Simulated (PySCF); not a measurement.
# CeB: spin, charge, geometry and surroundings

One physical setting of the base script is moved in each run, with the edits that it forces.

Method: method and basis as typed in the scripts; program: PySCF 2.14.0.

4 further runs of the same task are left out: 1 for a known fault of the program, 3 that didn't finish.

## 1. Starting geometry

CeB: 2 atoms, charge 0, spin multiplicity 2.

Bond lengths: Ce1–B2 2.315 Å.

## 2. The base run

input.py reads:

```python
from pyscf import gto, scf
from pyscf.hessian import thermo

mol = gto.M(
    atom='Ce 0 0 0; B 0 0 2.315',
    basis='sbkjc',
    ecp={'Ce': 'sbkjc', 'B': 'sbkjc'},
    charge=0,
    spin=1,
    verbose=4,
)
mf = scf.UHF(mol)
mf.level_shift = 0.3
mf = mf.newton()
mf.kernel()
hess = mf.Hessian().kernel()
print('wavenumber (cm^-1) =', thermo.harmonic_analysis(mol, hess)['freq_wavenumber'].round(1))
mf.dip_moment()
print('orbital energies (hartree):', [e[max(0, n-3):n+3].round(4) for e, n in zip(mf.mo_energy, mol.nelec)])
```

Command:

```console
$ OMP_NUM_THREADS=1 python input.py
```

The log of this run is left out.

Base result: E(SCF) = -40.602568 Eh, 6 macro-iterations, ⟨S²⟩ = 2.145, μ = 7.27 D, wavenumbers 429 cm⁻¹.

⟨S²⟩ = 2.14 against 0.75 for a pure state: the determinant is spin-contaminated. The bond length is a typed value, not an optimised one, so the wavenumber is not that of the minimum. No search for the lowest state was made; open d or f shells can end in a higher solution.

## 3. Charge -1 (triplet)

Run 1 changes charge: 0 → -1; spin (2S): 1 → 2.

input.py reads:

```python
from pyscf import gto, scf
from pyscf.hessian import thermo

mol = gto.M(
    atom='Ce 0 0 0; B 0 0 2.315',
    basis='sbkjc',
    ecp={'Ce': 'sbkjc', 'B': 'sbkjc'},
    charge=-1,
    spin=2,
    verbose=4,
)
mf = scf.UHF(mol)
mf.level_shift = 0.3
mf = mf.newton()
mf.kernel()
hess = mf.Hessian().kernel()
print('wavenumber (cm^-1) =', thermo.harmonic_analysis(mol, hess)['freq_wavenumber'].round(1))
mf.dip_moment()
print('orbital energies (hartree):', [e[max(0, n-3):n+3].round(4) for e, n in zip(mf.mo_energy, mol.nelec)])
```

Command:

```console
$ OMP_NUM_THREADS=1 python input.py
```

## 4. Electric field 0.05 a.u.

Run 2 changes electric field: none → 0.05 a.u.; step after the SCF: frequency → analyze.

input.py reads:

```python
from pyscf import gto, scf

mol = gto.M(
    atom='Ce 0 0 0; B 0 0 2.315',
    basis='sbkjc',
    ecp={'Ce': 'sbkjc', 'B': 'sbkjc'},
    charge=0,
    spin=1,
    verbose=4,
)
mf = scf.UHF(mol)
field = 0.05  # electric field along z, atomic units
h = mf.get_hcore() + field*mol.intor('int1e_r')[2]
mf.get_hcore = lambda *args: h
e_nuc = mol.energy_nuc() - field*mol.atom_charges() @ mol.atom_coords()[:, 2]
mf.energy_nuc = lambda *args: e_nuc
mf.level_shift = 0.3
mf = mf.newton()
mf.kernel()
mf.mulliken_pop()
mf.dip_moment()
print('orbital energies (hartree):', [e[max(0, n-3):n+3].round(4) for e, n in zip(mf.mo_energy, mol.nelec)])
```

## 5. Quartet

Run 3 changes spin (2S): 1 → 3.

Changes to input.py since step 2:

```diff
@@ -8,3 +8,3 @@
     charge=0,
-    spin=1,
+    spin=3,
     verbose=4,
```

**Question.** What will these runs give? Wanted: for each run, E(SCF); from base; gap, α spin; SCF dipole; after the SCF.

The runs gave:

```csv
run,E(SCF) (hartree),from base (eV),cycles,"gap, α spin (eV)",SCF dipole (D),after the SCF
base,-40.602568,0,6 macro,6.45,7.27,highest mode 429 cm⁻¹
charge -1 (triplet),-40.433612,+4.5975,9 macro,5.56,n/a,highest mode 424 cm⁻¹
electric field 0.05 a.u.,-40.625579,-0.6261,9 macro,6.63,12.85,n/a
quartet,-40.603737,-0.0318,11 macro,6.17,4.19,highest mode 384 cm⁻¹
```

What this shows: The largest comparable shift of the SCF energy, -0.626 eV, comes with the run “electric field 0.05 a.u.”. At the SCF level, adding an electron (to the triplet) costs 4.60 eV at fixed geometry; correlation, diffuse functions and relaxation can still bind it. The quartet solution found lies 0.03 eV below the base doublet at this geometry and level, so the base is not the lowest spin state.
